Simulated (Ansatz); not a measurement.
**Co (Cobalt): properties at the relaxed cell**

An exercise on one series of results from a longer session: the logs are not shown, and one member is left open.

Program: Ansatz 0.2.0. Level of theory: DFT r2SCAN, scalar-relativistic, plane waves, PAW. These are calculated values, not measurements.

## The starting structure

The structure is hexagonal, space group P6_3/mmc (No. 194). The conventional cell has a = 2.470 Å, b = 2.470 Å, c = 4.020 Å, α = 90.00°, β = 90.00°, γ = 120.00°. Co (site symmetry -6m2) is surrounded by 12 Co at 2.46 to 2.47 Å.

As a file:

```cif
data_structure
_symmetry_space_group_name_H-M 'P 1'
_symmetry_Int_Tables_number 1
_cell_length_a 2.4696
_cell_length_b 2.4696
_cell_length_c 4.0196
_cell_angle_alpha 90.000
_cell_angle_beta 90.000
_cell_angle_gamma 120.000
_cell_volume 21.23
loop_
_atom_site_label
_atom_site_type_symbol
_atom_site_fract_x
_atom_site_fract_y
_atom_site_fract_z
_atom_site_occupancy
Co1 Co 0.33333 0.66667 0.25000 1
Co2 Co 0.66667 0.33333 0.75000 1
```

This cell was relaxed beforehand with the same method: volume 10.62 Å³/atom, gap on the mesh none (metal), site moments up to 1.9 μB.

The first run:

input.yaml reads:

```yaml
crystal:
  lattice:
    - [2.4446733954, 0.0, 0.0]
    - [-1.2223366977, 2.1171492644, 0.0]
    - [0.0, 0.0, 3.9789571549]
  atoms:
    - { symbol: Co, position: [0.3333333333, 0.6666666667, 0.25], spin: 2.07 }
    - { symbol: Co, position: [0.6666666667, 0.3333333333, 0.75], spin: 2.07 }
basis:
  ecutwfc: 500
kpoints:
  mp_grid: { grid: [21, 21, 10] }
hamiltonian:
  xc: r2scan
scf:
  occupations: { method: gaussian, width: 0.1 }
output:
  forces: true
  stress: true
  eigenvalues: true
  populations: true
  write_density: true
  write_potential: true
  elf: true
  volumetric_format: npy
magnetization:
  spin_polarized: true
relax:
  adjacent_minimum: "off"
  f_tol: 0.01
  max_steps: 30
  cell: { stress_tol: 0.1, fix: [volume] }
```

On the command line:

```bash
ansatz run input.yaml --threads 1 --pin off --max-ram 2560MiB --backend cpu --events-out ev --progress --plain --runs-dir out
```

Among the steps run: The cell scaled to 0.97 of its volume; Point at V/V0 = 1.03; The cell scaled to 0.94 of its volume; The cell scaled to 1.06 of its volume.

One of the session's tables, all rows but one given; the rest of the session is left out.

It belongs to the step «Equation of state». 

```
volume (Å³/atom)  energy above the lowest point (meV/atom)  pressure (GPa)  largest moment (μB)
           9.979                                      31.2           16.59                 1.83
          10.297                                       7.4            7.66                 1.86
          10.615                                       0.0            0.00                 1.88
          10.934                                         ?               ?                    ?
          11.252                                      25.2          -11.57                 1.93
```

**Question.** Estimate the row for volume (Å³/atom) = 10.934.

Worked estimate for «energy above the lowest point (meV/atom)». A straight line through the neighbours (10.615, 0.0) and (11.252, 25.2) gives 0.0 + (25.2 − 0.0) × (10.934 − 10.615) / (11.252 − 10.615) = 12.6; a parabola fitted to 3 rows on both sides gives 5.9.

As computed: energy above the lowest point (meV/atom): 6.8; pressure (GPa): -6.46; largest moment (μB): 1.90. In «energy above the lowest point (meV/atom)» the line misses by +5.8 and the parabola by -0.9.

Limits of these values: Other magnetic orders or occupations could lie lower; they were not searched in full.
